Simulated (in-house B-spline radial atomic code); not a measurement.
# Tl⁺: Hartree-Fock with and without relativity

Wanted: relativistic shifts in Tl⁺, shell by shell.

Program: in-house B-spline radial atomic code version 1. Level of theory: Hartree-Fock averaged over the configuration, non-relativistic (point nucleus) and Dirac-Coulomb (finite nucleus); spherical all-electron atom at the radial basis limit. These are calculated values, not measurements, unless marked.

**1. What is computed**

* element: thallium (Z = 81)
* charge: +1
* electrons: 80
* configuration: [Xe] 4f14 5d10 6s2
* nucleus: point (non-relativistic run); Fermi, rms radius 5.476 fm (Dirac runs)

The outer shells:

[Xe] 4f14 5d10 6s2
```
[Xe] core
4f [↑↓][↑↓][↑↓][↑↓][↑↓][↑↓][↑↓]
5d [↑↓][↑↓][↑↓][↑↓][↑↓]
6s [↑↓]
```

**2. Non-relativistic run**

Settings, as recorded:

```ini
Z = 81
electrons = 80.0
configuration = [Xe] 4f14 5d10 6s2
hamiltonian = nr
method = hf
spin_polarised = False
```

**3. Dirac-Coulomb run**

Settings, as recorded:

```ini
Z = 81
electrons = 80.0
configuration = [Xe] 4f14 5d10 6s2
hamiltonian = dirac
method = hf
spin_polarised = False
nucleus = fermi
rms_radius = 5.4759
mass_number = 205
atomic_mass = 204.974427318
speed_of_light = 137.035999084
```

Before running: How much does each shell's level and mean radius change with the Dirac Hamiltonian, and the total energy?

**Answer**, as computed:

Levels and radii; the Dirac values are averaged over j with the occupations as weights.

| shell | ε non-rel. (eV) | ε Dirac (eV) | <r> non-rel. (bohr) | <r> Dirac (bohr) | change of <r> (%) |
| --- | --- | --- | --- | --- | --- |
| 1s | -77601.6 | -86108.9 | 0.01869 | 0.01632 | -12.67 |
| 2s | -13192.6 | -15486.3 | 0.07858 | 0.06804 | -13.42 |
| 2p | -12680.1 | -13456.8 | 0.06646 | 0.06180 | -7.00 |
| 3s | -3194.84 | -3772.32 | 0.1976 | 0.1767 | -10.57 |
| 3p | -2951.19 | -3170.20 | 0.1883 | 0.1780 | -5.50 |
| 3d | -2502.53 | -2481.03 | 0.1645 | 0.1625 | -1.18 |
| 4s | -738.55 | -885.99 | 0.4319 | 0.3914 | -9.39 |
| 4p | -630.62 | -682.99 | 0.4355 | 0.4152 | -4.66 |
| 4d | -432.95 | -425.37 | 0.4412 | 0.4389 | -0.52 |
| 5s | -132.70 | -160.17 | 0.9821 | 0.8893 | -9.45 |
| 5p | -94.924 | -101.77 | 1.060 | 1.015 | -4.25 |
| 4f | -164.43 | -145.77 | 0.4554 | 0.4659 | +2.32 |
| 5d | -33.343 | -30.163 | 1.337 | 1.366 | +2.12 |
| 6s | -15.942 | -18.763 | 2.810 | 2.472 | -12.02 |

**Reading.** The total energy moves by -1313.02 hartree, or -6.9 %, between the two Hamiltonians (nuclear size included). The first-order mass-velocity and Darwin terms of the non-relativistic run add up to -1075.91 hartree, 82 % of it. The strongest contraction, averaged over j, is that of 2s (-13.42 %), while 4f expands by 2.32 %, being screened better by the contracted inner s and p shells. Spin-orbit coupling splits the 5d level by 2.392 eV and the 2p level by 2068.95 eV. Breit terms add 23.2 hartree and QED terms 16.0 hartree.
